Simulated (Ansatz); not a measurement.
# C2H3ClTe, SMILES C=C(Cl)[TeH]: a rigid scan of one bond length

Computed with Ansatz's Python interface.

Run as a notebook:

In [1]:
```python
import ansatz
import numpy as np
```

In [2]:
```python
GEOMETRY = """
C     0.22490   -0.27030    1.08010
C    -0.33550    0.36290   -0.01330
Cl   -2.05250    0.85010   -0.06270
Te    0.96290    0.74070   -1.71100
H    -0.44300   -0.42160    1.92000
H     1.21870   -0.50920    1.08990
H     0.48570   -0.82060   -2.34880
"""
```

In [3]:
```python
c2h3clte = ansatz.Crystal.molecule()
for line in GEOMETRY.strip().splitlines():
    symbol, *xyz = line.split()
    c2h3clte = c2h3clte.atom(symbol, [float(v) for v in xyz])
```

In [4]:
```python
symbols = [site.symbol for site in c2h3clte.cartesian_sites]
start = np.array([site.position_ang for site in c2h3clte.cartesian_sites])
axis = (start[3] - start[1]) / np.linalg.norm(start[3] - start[1])
moving = [3, 6]
lengths, energies = [1.84, 2.0, 2.17, 2.39, 2.71, 3.26, 3.91, 4.77], []
for length in lengths:
    xyz = start.copy()
    xyz[moving] += (length - np.linalg.norm(start[3] - start[1])) * axis
    point = ansatz.Crystal.molecule()
    for symbol, place in zip(symbols, xyz):
        point = point.atom(symbol, place.tolist())
    calc = point.calculation().basis(gaussian="def2-SVP").functional("pbe0")
    rep = calc.run().report
    energies.append(rep["free_energy_ev"])
    print(f"r = {length:6.3f} A  E = {energies[-1]:.5f} eV  <S^2> = {abs(rep['mean_field']['state']['spin_squared']):.3f}")

print("energy above the lowest point (eV):", [round(e - min(energies), 3) for e in energies])
```
```text
r =  1.840 A  E = -21924.11159 eV  <S^2> = 0.000
r =  2.000 A  E = -21924.98456 eV  <S^2> = 0.000
r =  2.170 A  E = -21925.15324 eV  <S^2> = 0.000
r =  2.390 A  E = -21924.82609 eV  <S^2> = 0.000
r =  2.710 A  E = -21923.98807 eV  <S^2> = 0.000
r =  3.260 A  E = -21922.62771 eV  <S^2> = 0.000
r =  3.910 A  E = -21921.59891 eV  <S^2> = 0.000
r =  4.770 A  E = -21920.93608 eV  <S^2> = 0.000
energy above the lowest point (eV): [1.042, 0.169, 0.0, 0.327, 1.165, 2.526, 3.554, 4.217]
```

Caveats:
- Total energies depend on the basis set; only differences at equal settings carry meaning.
- The rest of the molecule is held rigid at a force-field or estimated start geometry, and the basis set is modest; single-reference methods fail as a bond breaks.
- def2 sets replace the cores of elements past krypton by effective core potentials.
- The orbitals are restricted, so S² is zero by construction.
- Toward dissociation an unrestricted state can lie under the restricted one, by tenths of an eV for polar bonds under a functional and by 1 to 2 eV or more for others.
- Run time: 27 s on 1 thread of Arm Neoverse V2, with other jobs on the host, peak memory 0.25 GiB.
